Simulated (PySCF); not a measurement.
# C6H10BNO: the cost of one run

Programs: PySCF 2.14.0, with routines of our own; each step states its level. All values are computed. Atoms count from 0.

## (1) The starting structure

19 atoms, charge 0, multiplicity 1; geometry from: GFN2-xTB.

## (2) Magnetic properties: GIAO CAM-B3LYP/pcSseg-1

Job settings and geometry (Å):

```
{"job": {"kind": "mag", "xc": "CAM-B3LYP", "basis": "pcSseg-1", "isotopologues": 0}, "charge": 0, "multiplicity": 1}
C      1.758218     2.101221     0.397985
C      1.356698     0.857329     0.335976
C      0.441971    -0.241507     0.714895
B     -1.027893    -0.303967     0.165984
C     -1.280972    -0.031971    -1.358759
C     -2.173768    -0.669894     1.179394
N      1.576207    -0.362323    -0.213426
C      1.929943    -1.021722    -1.321394
O      1.497796    -2.094727    -1.661190
H      1.255088     2.813564     1.025908
H      2.606135     2.446893    -0.167798
H      0.651401    -0.690688     1.685861
H     -2.308999     0.222738    -1.602334
H     -1.044902    -0.948849    -1.902855
H     -0.630763     0.735975    -1.776359
H     -3.170271    -0.653659     0.747826
H     -2.170553     0.005201     2.034508
H     -2.009305    -1.665024     1.591272
H      2.734166    -0.489339    -1.867792
```

Level: GIAO CAM-B3LYP/pcSseg-1 magnetisability, rotational g tensor and spin-rotation constants, non-relativistic, gas phase.

Run with:

```
> OMP_NUM_THREADS=1 python excited_run.py task.json out
```

This one command runs all jobs of the session in turn.

Q: Estimate the wall time and peak memory of this first job on 1 thread of Intel Xeon at 2.50GHz, shared host.

About 2.7 min, with a peak of 1.1 GiB.
